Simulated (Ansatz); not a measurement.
# C2H5NSi: basis-set convergence

An exercise on one series of results from a longer session: the logs are not shown, and one member is left open.

Method: one geometry, several basis sets; program: Ansatz 0.2.0, Gaussian basis.

Plan: PBE0-D4/def2-SVP; ωB97M-V/def2-SVP; PBE0-D4/def2-QZVPP; ωB97M-V/def2-QZVPP; the functionals' def2-TZVPP values are taken from earlier runs.

### The geometry

All runs share one geometry, relaxed beforehand with PBE0-D4 in a triple-zeta def2 set.

SMILES `C[SiH]1C=N1`, 9 atoms, charge 0, spin multiplicity 1.

Atoms are counted from 1 here; the program's logs count them from 0.

Bond lengths: C1–Si2 1.855 Å, C1–H5 1.093 Å, C1–H6 1.091 Å, C1–H7 1.093 Å, Si2–C3 1.778 Å, Si2–N4 1.793 Å, Si2–H8 1.479 Å, C3–N4 1.278 Å, C3–H9 1.092 Å. Angles: Si2–C1–H5 110.6°, Si2–C1–H6 110.2°, Si2–C1–H7 111.0°, H5–C1–H6 108.6°, H5–C1–H7 107.9°, H6–C1–H7 108.5°, C1–Si2–C3 123.9°, C1–Si2–N4 119.4°, C1–Si2–H8 114.5°, C3–Si2–N4 41.9°, C3–Si2–H8 120.1°, N4–Si2–H8 116.4°, Si2–C3–N4 69.7°, Si2–C3–H9 162.0°, N4–C3–H9 128.4°, Si2–N4–C3 68.4°.

Set-up of the first run:

File in.yaml:

```yaml
crystal:
  periodic: [false, false, false]
  atoms:
    - {symbol: C, position_ang: [-0.492890, 1.307040, 0.021619]}
    - {symbol: Si, position_ang: [0.416422, -0.240911, -0.443912]}
    - {symbol: C, position_ang: [0.492293, -1.691986, 0.580891]}
    - {symbol: N, position_ang: [-0.415165, -1.823525, -0.308619]}
    - {symbol: H, position_ang: [-1.060100, 1.690294, -0.830456]}
    - {symbol: H, position_ang: [-1.187058, 1.105391, 0.839140]}
    - {symbol: H, position_ang: [0.201945, 2.087932, 0.340271]}
    - {symbol: H, position_ang: [1.351169, -0.083991, -1.579039]}
    - {symbol: H, position_ang: [0.781884, -2.396643, 1.363104]}
basis:
  gaussian: {orbitals: def2-SVP}
hamiltonian: {xc: pbe0, dispersion: d4}
output: {orbitals: {seedname: orbitals}}
```

The run is started by

```sh
$ ansatz run in.yaml --threads 2 --pin off --events-out ev --progress --plain --max-ram 4352MiB
```

Steps of the session up to this table: PBE0-D4 in def2-SVP; ωB97M-V in def2-SVP; PBE0-D4 in def2-QZVPP; ωB97M-V in def2-QZVPP.

One table of the session follows, with a row left open; its other results are not shown here.

It belongs to the step «Functionals by basis». 

```
functional       basis  HOMO (eV)
   PBE0-D4    def2-SVP      -6.38
   PBE0-D4  def2-TZVPP      -6.43
   PBE0-D4  def2-QZVPP          ?
   ωB97M-V    def2-SVP      -8.54
   ωB97M-V  def2-TZVPP      -8.62
   ωB97M-V  def2-QZVPP      -8.64
```

**Question.** Estimate the row for PBE0-D4, def2-QZVPP.

As computed: HOMO (eV): -6.45. In the column «HOMO (eV)» it lies between ωB97M-V, def2-SVP (-8.54) and PBE0-D4, def2-TZVPP (-6.43).
